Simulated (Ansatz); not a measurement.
# BaNiS2: the cost of one run

Computed with Ansatz 0.2.0 (DFT LDA+U (U = 2 eV, J = 0.9 eV on Ni d, around-mean-field double counting), plane waves, PAW, unless a step's input says otherwise).

## 1. The structure to begin with

The structure is tetragonal, space group P4/nmm (No. 129). Conventional cell: a = 4.430 Å, b = 4.430 Å, c = 8.893 Å, α = 90.00°, β = 90.00°, γ = 90.00°. Around Ba (site symmetry 4mm) lie 9 S at 3.09 to 3.50 Å and 1 Ni at 3.48 Å. Ni (site symmetry 4mm) has 5 S at 2.32 to 2.34 Å as nearest neighbours. Around S (site symmetry -4m2) lie 4 Ni at 2.34 Å. Around S (site symmetry 4mm) lie 1 Ni at 2.32 Å and 5 Ba at 3.09 to 3.16 Å.

As a file:

```xyz
8
Lattice="4.4300 0.0000 0.0000 0.0000 4.4300 0.0000 0.0000 0.0000 8.8930" Properties=species:S:1:pos:R:3 pbc="T T T"
Ba    2.2150    0.0000    7.1571
Ba    0.0000    2.2150    1.7359
Ni    2.2150    0.0000    3.6773
Ni    0.0000    2.2150    5.2157
S     0.0000    0.0000    4.4465
S     2.2150    2.2150    4.4465
S     2.2150    0.0000    1.3589
S     0.0000    2.2150    7.5341
```

Magnetic order typed: opposed in the cell.

## 2. From atoms, symmetry kept, no search

input.yaml reads:

```yaml
crystal:
  lattice:
    - [4.4299997, 0.0, 0.0]
    - [0.0, 4.4299997, 0.0]
    - [0.0, 0.0, 8.89299939]
  atoms:
    - { symbol: Ba, position: [0.5, 0.0, 0.8048] }
    - { symbol: Ba, position: [0.0, 0.5, 0.1952] }
    - { symbol: Ni, position: [0.5, 0.0, 0.4135], spin: 2.0 }
    - { symbol: Ni, position: [0.0, 0.5, 0.5865], spin: -2.0 }
    - { symbol: S, position: [0.0, 0.0, 0.5] }
    - { symbol: S, position: [0.5, 0.5, 0.5] }
    - { symbol: S, position: [0.5, 0.0, 0.1528] }
    - { symbol: S, position: [0.0, 0.5, 0.8472] }
basis:
  ecutwfc: 420
  ecutrho_ratio: 4
kpoints:
  mp_grid: { grid: [4, 4, 2] }
hamiltonian:
  xc: lda
  hubbard:
    sites:
      - { site: 2, l: d, u: 2.0, j: 0.9 }
      - { site: 3, l: d, u: 2.0, j: 0.9 }
    double_counting: amf
scf:
  occupations: { method: gaussian, width: 0.05 }
  lower_state_search: "off"
  max_iter: 150
output:
  forces: true
  stress: true
  eigenvalues: true
  populations: true
  hubbard: { sites: [{ site: 2, l: d }, { site: 3, l: d }] }
magnetization:
  spin_polarized: true
```

Started as:

```bash
$ ansatz run input.yaml --threads 4 --pin off --max-ram 6144MiB --backend cpu --events-out ev --progress --plain --runs-dir out
```

What time and memory should one allow on 4 threads of Arm Neoverse V1, shared host?

About 16 s, with a peak of 0.65 GiB.
